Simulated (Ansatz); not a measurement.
# FHSSn: rigid scan of one bond length

How does the energy of FHSSn change as one bond is stretched? Aim: a rigid scan of one bond length, for FHSSn, run from a script. SMILES: [F][Sn][SH].

All numbers are computed with Ansatz 0.2.0, driven from Python. Level of theory: B3LYP+D3(BJ)/def2-SVP.

## Step 1: The structure

Bond lengths: F1–Sn2 1.917 Å, Sn2–S3 2.402 Å, S3–H4 1.396 Å. Angles: F1–Sn2–S3 107.9°, Sn2–S3–H4 94.9°.

The script holds or builds the structure itself.

## Step 2: The code

scan_fhssn.py

```python
import ansatz as az
import numpy as np

system = (
    az.Crystal.molecule()
    .atom("F", (-2.0409, -0.147, 0.2889))
    .atom("Sn", (-0.4792, 0.8139, 0.8469))
    .atom("S", (1.2857, 0.3228, -0.7059))
    .atom("H", (1.2899, -1.05, -0.4502))
)

symbols = [site.symbol for site in system.cartesian_sites]
start = np.array([site.position_ang for site in system.cartesian_sites])
axis = (start[2] - start[1]) / np.linalg.norm(start[2] - start[1])
moving = [2, 3]
lengths, energies = [2.113, 2.209, 2.305, 2.402, 2.498, 2.594, 2.69, 2.834], []
for length in lengths:
    xyz = start.copy()
    xyz[moving] += (length - np.linalg.norm(start[2] - start[1])) * axis
    point = az.Crystal.molecule()
    for symbol, place in zip(symbols, xyz):
        point = point.atom(symbol, place.tolist())
    calc = point.calculation().basis(gaussian="def2-SVP").functional("B3LYP", dispersion="d3bj")
    summary = calc.run(threads=1).report
    energies.append(summary["free_energy_ev"])
    print(f"r = {length:6.3f} A  E = {energies[-1]:.5f} eV  <S^2> = {abs(summary['mean_field']['state']['spin_squared']):.3f}")

fit = np.polynomial.Polynomial.fit(lengths, np.array(energies) - min(energies), 4).convert()
roots = [r.real for r in fit.deriv().roots() if abs(r.imag) < 1e-9 and fit.deriv(2)(r.real) > 0]
r_e = min(roots, key=lambda r: abs(r - lengths[int(np.argmin(energies))]))
print(f"minimum of the fit at {r_e:.4f} A, force constant {fit.deriv(2)(r_e):.2f} eV/A^2")
```

## Step 3: The calls as engine input

The engine receives this input (first run):

```yaml
crystal:
  periodic: [false, false, false]
  atoms:
    - { symbol: F, position_ang: [-2.0409, -0.147, 0.2889] }
    - { symbol: Sn, position_ang: [-0.4792, 0.8139, 0.8469] }
    - { symbol: S, position_ang: [1.0736718712767208, 0.3817988180724134, -0.519352729173603] }
    - { symbol: H, position_ang: [1.0778718712767208, -0.9910011819275866, -0.26365272917360294] }
basis:
  gaussian:
    orbitals: def2-SVP
hamiltonian:
  xc: b3lyp
  dispersion: d3bj
```

## Step 4: The run

Launch:

```sh
> python scan_fhssn.py
```

Q: Predict the main results. Wanted: range of energy; lowest point, distance.

**Answer**, as computed:

| quantity | value |
| --- | --- |
| bond length at the fit's minimum | 2.5100 Å |
| runs compared | 8 |
| range of energy | 1.248 eV |
| lowest point, distance (Å) | 2.50 |

**Reading.** The curve has its lowest point inside the range, at 2.50. The ends stand 1.25 and 0.326 eV above it. The distance scanned is the script's pair 1, 2. What to keep in mind:
- The rest of the molecule is held rigid at a force-field or estimated start geometry, and the basis set is modest; single-reference methods fail as a bond breaks.
- def2 sets replace the cores of elements past krypton by effective core potentials.
- b3lyp holds the VWN-RPA fit, as in Gaussian; the form of ORCA and Turbomole is b3lyp5.
- The orbitals are restricted, so S² is zero by construction.
